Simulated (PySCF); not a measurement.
# A workflow on BPH3ClO (SMILES OB(P)Cl)

Aim: a structure relaxation (HF/cc-pVDZ), then vibrational wavenumbers, then the energy (UMP2/jun-cc-pV(D+d)Z), then ionisation energies (EOM-CCSD/ccECP-aug-cc-pVDZ) of BPH3ClO. 

The calculation is run with PySCF 2.14.0.

## Step 1: Starting point

BPH3ClO has 7 atoms, charge 0, and is taken as a singlet. SMILES: `OB(P)Cl`. Geometry: a rough force-field guess. This is one conformer, not always the lowest. The run starts from this shape.

Bond lengths: O1–B2 1.410 Å, B2–P3 1.904 Å, B2–Cl4 1.813 Å, O1–H5 0.985 Å, P3–H6 1.481 Å, P3–H7 1.493 Å. Angles: O1–B2–P3 119.0°, O1–B2–Cl4 121.7°, P3–B2–Cl4 119.2°, B2–O1–H5 108.7°, B2–P3–H6 94.6°, B2–P3–H7 94.7°, H6–P3–H7 92.9°.

## Step 2: A structure relaxation at HF/cc-pVDZ (density fitting with cc-pvqz-jkfit) (run 1)

Input file mol.xyz:

```xyz
7
BClH3OP
O     -0.815800     1.265000    -0.339800
B     -0.610000    -0.129900    -0.328900
P      0.317500    -0.914100     1.136900
Cl    -1.136900    -1.182800    -1.707700
H     -0.080100     1.688900    -0.838200
H      0.816900     0.375300     1.666000
H      1.569700    -1.170400     0.366100
```

Input file job.py:

```python
from pyscf import gto, scf
from pyscf.geomopt.geometric_solver import kernel as optimise

molecule = gto.M(
    atom='mol.xyz',
    verbose=3,
    max_memory=1860,
    basis='cc-pvdz',
)

mf = scf.RHF(molecule)
mf = mf.density_fit(auxbasis='cc-pvqz-jkfit')
converged, mol_eq = optimise(mf, maxsteps=100, convergence_set='GAU_TIGHT')
print('converged:', converged)
print(mol_eq.tostring())

mf.reset(mol_eq)
molecule = mol_eq
mf.kernel()
energy = mf.e_tot
print('E(%s) = %.9f' % ('HF', energy))
```

Launch:

```
$ OMP_NUM_THREADS=1 python job.py
```

Output:

```text
convergence_set           GAU_TIGHT
[... 55 lines left out ...]
WARN: Mole.unit (angstrom) is changed to Bohr
[... 51 lines left out ...]
converged SCF energy = -901.624875144426
[... 99 lines left out ...]
converged SCF energy = -901.640870625408
[... 99 lines left out ...]
converged SCF energy = -901.644775976244
[... 99 lines left out ...]
converged SCF energy = -901.644812328007
[... 88 lines left out ...]
Converged! =D
[... 1 line left out ...]
converged: True
O          -0.61542887        1.36382162       -0.34279402
B          -0.35735433        0.05166582       -0.33788771
P           0.32734857       -0.80984880        1.25576481
Cl         -0.77144168       -0.93102171       -1.78267810
H          -1.01780136        1.68750165       -1.13758463
H           1.21214851        0.21584198        1.66418560
H           1.28382915       -1.64596056        0.63539405
converged SCF energy = -901.644812329305
E(HF) = -901.644812329
```

Wall time 31 s (1 thread of Arm Neoverse V2, shared host); peak memory 0.22 GiB.

Steps, from the record of the run:

| step | energy from the first frame kept (eV) | largest force (eV/Å) |
| --- | --- | --- |
| 0 | 0.0000 | 2.2729 |
| 1 | -0.2429 | 1.0104 |
| 2 | -0.3066 | 0.5446 |
| 3 | -0.3704 | 0.4674 |
| 4 | -0.5303 | 1.2600 |
| 5 | -0.5943 | 1.2997 |
| 6 | -0.7418 | 1.2349 |
| 7 | -0.8308 | 0.3102 |
| 8 | -0.8394 | 0.0722 |
| 9 | -0.8434 | 0.1326 |
| 10 | -0.8481 | 0.1568 |
| 11 | -0.8489 | 0.0747 |
| 12 | -0.8491 | 0.0106 |
| 13 | -0.8491 | 0.0052 |
| 14 | -0.8491 | 0.0007 |
| 15 | -0.8491 | 0.0001 |
| 16 | -0.8491 | 0.0001 |
| 17 | -0.8491 | 0.0000 |

After the run. Bond lengths: O1–B2 1.337 Å, B2–P3 1.937 Å, B2–Cl4 1.796 Å, O1–H5 0.948 Å, P3–H6 1.415 Å, P3–H7 1.414 Å. Angles: O1–B2–P3 120.5°, O1–B2–Cl4 119.3°, P3–B2–Cl4 120.0°, B2–O1–H5 114.8°, B2–P3–H6 97.8°, B2–P3–H7 98.1°, H6–P3–H7 97.6°.

## Step 3: The harmonic vibrations at HF/cc-pVDZ (density fitting with cc-pvqz-jkfit) (run 2)

Input file geometry.xyz:

```xyz
7

O     -0.309691     1.732126    -0.007542
B     -0.051616     0.419970    -0.002636
P      0.633087    -0.441545     1.591017
Cl    -0.465704    -0.562718    -1.447426
H     -0.712063     2.055806    -0.802333
H      1.517887     0.584146     1.999438
H      1.589567    -1.277657     0.970646
```

Input file run.py:

```python
import numpy
from pyscf import gto, symm
from pyscf.hessian import thermo

mol = gto.M(
    atom='geometry.xyz',
    verbose=3,
    basis='cc-pvdz',
    charge=0,
    max_memory=1860,
)

myscf = mol.RHF()
myscf = myscf.density_fit(auxbasis='cc-pvqz-jkfit')
myscf.kernel()

e_tot = myscf.e_tot
print(f'total energy: {e_tot:.8f} hartree')
hess = myscf.Hessian().kernel()
modes = thermo.harmonic_analysis(mol, hess)
print('frequencies (1/cm)', numpy.round(modes['freq_wavenumber'], 1))
symm.geom.TOLERANCE = 1e-3  # for the symmetry number
th = thermo.thermo(myscf, modes['freq_au'], 1200, 101325)
thermo.dump_thermo(mol, th)
```

Launch:

```
$ OMP_NUM_THREADS=1 python run.py
```

Output:

```text
converged SCF energy = -901.644812329302
total energy: -901.64481233 hartree
frequencies (1/cm) [ 171.   217.8  345.   431.9  518.6  624.8  778.3  794.3  904.7 1189.4
 1216.9 1426.6 2549.5 2558.  4130. ]
temperature 1200.0000 [K]
pressure 101325.00 [Pa]
Rotational constants [GHz] 6.56775 2.75605 1.96475
Symmetry number 1
Zero-point energy (ZPE) 0.04068 [Eh]   106806.580 [J/mol]
                           tot       elec      trans        rot        vib
Entropy [J/mol/K]       463.834      0.000    194.649    128.682    140.504
Cv [J/mol/K]            126.874      0.000     12.472     12.472    101.931
Cp [J/mol/K]            135.189      0.000     20.786     12.472    101.931
Internal energy [J/mol]                     14966.028  14966.028 187653.465
Internal energy [Eh]   -901.56194  -901.64481
Enthalpy [J/mol]                            24943.380  14966.028 187653.465
Enthalpy [Eh]          -901.55814
Gibbs free energy [J/mol]                  -208634.903 -139452.251  19048.644
Gibbs free energy [Eh] -901.77014
```

It took 47 s on 1 thread of Arm Neoverse V2, shared host; peak memory 0.62 GiB.

## Step 4: The energy at UMP2/jun-cc-pV(D+d)Z (density fitting) (run 3)

Input file input.py:

```python
from pyscf import gto, mp
from pyscf import df

mol = gto.Mole()
mol.atom = '''
O   -0.615429   1.363822  -0.342794
B   -0.357354   0.051666  -0.337888
P    0.327349  -0.809849   1.255765
Cl  -0.771442  -0.931022  -1.782678
H   -1.017801   1.687502  -1.137585
H    1.212149   0.215842   1.664186
H    1.283829  -1.645961   0.635394
'''
mol.max_memory = 1860
mol.verbose = 4
mol.spin = 0
mol.basis = 'jun-cc-pv(d+d)z'
mol.build()

mf = mol.UHF()
mf = mf.density_fit(auxbasis=df.aug_etb(mol, beta=2.0))
mf.kernel()
for _ in range(3):
    mo, _, stable, _ = mf.stability(return_status=True)
    if stable:
        break
    mf.kernel(mf.make_rdm1(mo, mf.mo_occ))

pt = mp.MP2(mf, frozen=12).run()
e_tot = pt.e_tot
print('E(%s) = %.9f' % ('MP2', e_tot))
```

Launch:

```
$ OMP_NUM_THREADS=1 python input.py
```

Output:

```text
PySCF version 2.14.0

[... 119 lines left out ...]
converged SCF energy = -901.657090454968  <S^2> = 9.680079e-10  2S+1 = 1
[... 3 lines left out ...]
******** <class 'pyscf.mp.dfump2.DFUMP2'> ********
nocc = (np.int64(12), np.int64(12)), nmo = (93, 93)
frozen orbitals 12
E(DFUMP2) = -902.190972037432  E_corr = -0.533881582464314
E(SCS-DFUMP2) = -902.179739229386  E_corr = -0.522648774418858
E_corr(same-spin) = -0.136164374467292
E_corr(oppo-spin) = -0.397717207997022
E(MP2) = -902.190972037
```

Run time: 69 s. Hardware: 1 thread of Arm Neoverse V2, shared host; peak memory 0.21 GiB.

## Step 5: Ionisation energies at EOM-CCSD/ccECP-aug-cc-pVDZ (core potential, root kind ip) (run 4)

Input file input.py:

```python
import numpy
from pyscf import gto, scf, cc

system = gto.M(
    atom='''
O     -0.615429     1.363822    -0.342794
B     -0.357354     0.051666    -0.337888
P      0.327349    -0.809849     1.255765
Cl    -0.771442    -0.931022    -1.782678
H     -1.017801     1.687502    -1.137585
H      1.212149     0.215842     1.664186
H      1.283829    -1.645961     0.635394
''',
    max_memory=1860,
    spin=0,
    ecp={'O': 'ccecp', 'B': 'ccecp', 'P': 'ccecp', 'Cl': 'ccecp', 'H': 'ccecp'},
    basis='ccecp-aug-cc-pvdz',
    verbose=3,
)

calc0 = scf.RHF(system)
calc0.kernel()

mycc = cc.CCSD(calc0)
mycc.kernel()
energy = mycc.e_tot
print('E = %.10f Eh' % energy)

e, vec = mycc.ipccsd(nroots=2)
roots = numpy.atleast_1d(e) * 27.211386
print('EOM-IP-CCSD roots (eV)')
for i, w in enumerate(roots, 1):
    print('%3d %10.4f' % (i, w))
```

Launch:

```
$ OMP_NUM_THREADS=1 python input.py
```

Output:

```text
converged SCF energy = -41.4240602993348
E(CCSD) = -42.02867970692898  E_corr = -0.6046194075941986
E = -42.0286797069 Eh
EOM-IP-CCSD roots (eV)
  1     9.8344
  2    11.6085
```

Wall time 2.1 min (1 thread of Arm Neoverse V2, shared host); peak memory 1.6 GiB.

## Step 6: Summary of results

| quantity | value |
| --- | --- |
| run 1, HF/cc-pVDZ: total energy at the end | -901.64481 Eh |
| run 1, HF/cc-pVDZ: dipole moment | 1.59 D |
| run 1, HF/cc-pVDZ: HOMO energy | -10.08 eV |
| run 1, HF/cc-pVDZ: LUMO energy | 3.39 eV |
| run 1, HF/cc-pVDZ: HOMO–LUMO gap | 13.46 eV |
| run 2, HF/cc-pVDZ: lowest harmonic wavenumber | 171 cm⁻¹ |
| run 2, HF/cc-pVDZ: highest harmonic wavenumber | 4130 cm⁻¹ |
| run 2, HF/cc-pVDZ: zero-point energy | 106.8 kJ/mol |
| run 2, HF/cc-pVDZ: ideal-gas entropy at 1200 K (symmetry number 1 as used) | 110.9 cal/(mol K) |
| run 3, UMP2/jun-cc-pV(D+d)Z: total energy | -902.19097 Eh |
| run 3, UMP2/jun-cc-pV(D+d)Z: dipole moment (Hartree–Fock density) | 1.48 D |
| run 3, UMP2/jun-cc-pV(D+d)Z: HOMO energy (Hartree–Fock orbitals) | -10.17 eV |
| run 3, UMP2/jun-cc-pV(D+d)Z: LUMO energy (Hartree–Fock orbitals) | 1.16 eV |
| run 3, UMP2/jun-cc-pV(D+d)Z: HOMO–LUMO gap (Hartree–Fock orbitals) | 11.33 eV |
| run 3, UMP2/jun-cc-pV(D+d)Z: correlation energy (12 core orbitals frozen) | -533.9 mEh |
| run 4, EOM-CCSD/ccECP-aug-cc-pVDZ: ground-state or mean-field energy | -42.02868 Eh |
| run 4, EOM-CCSD/ccECP-aug-cc-pVDZ: dipole moment (Hartree–Fock density) | 1.44 D |
| run 4, EOM-CCSD/ccECP-aug-cc-pVDZ: HOMO energy (Hartree–Fock orbitals) | -10.13 eV |
| run 4, EOM-CCSD/ccECP-aug-cc-pVDZ: LUMO energy (Hartree–Fock orbitals) | 1.45 eV |
| run 4, EOM-CCSD/ccECP-aug-cc-pVDZ: HOMO–LUMO gap (Hartree–Fock orbitals) | 11.59 eV |
| run 4, EOM-CCSD/ccECP-aug-cc-pVDZ: correlation energy | -604.6 mEh |
| run 4, EOM-CCSD/ccECP-aug-cc-pVDZ: T1 diagnostic | 0.014 |
| run 4, EOM-CCSD/ccECP-aug-cc-pVDZ: first ionisation energy | 9.83 eV |

In words: The optimisation (run 1, HF/cc-pVDZ) took 17 steps and changed the energy by -0.849 eV. Mulliken charges (run 1, HF/cc-pVDZ) run from -0.23 on Cl4 to +0.24 on B2. All 15 modes (run 2, HF/cc-pVDZ) are real, so the shape is a minimum at this level. Mulliken charges (run 4, EOM-CCSD/ccECP-aug-cc-pVDZ) of the mean-field density run from -0.86 on P3 to +0.69 on B2; in a basis this large or diffuse they mean little.
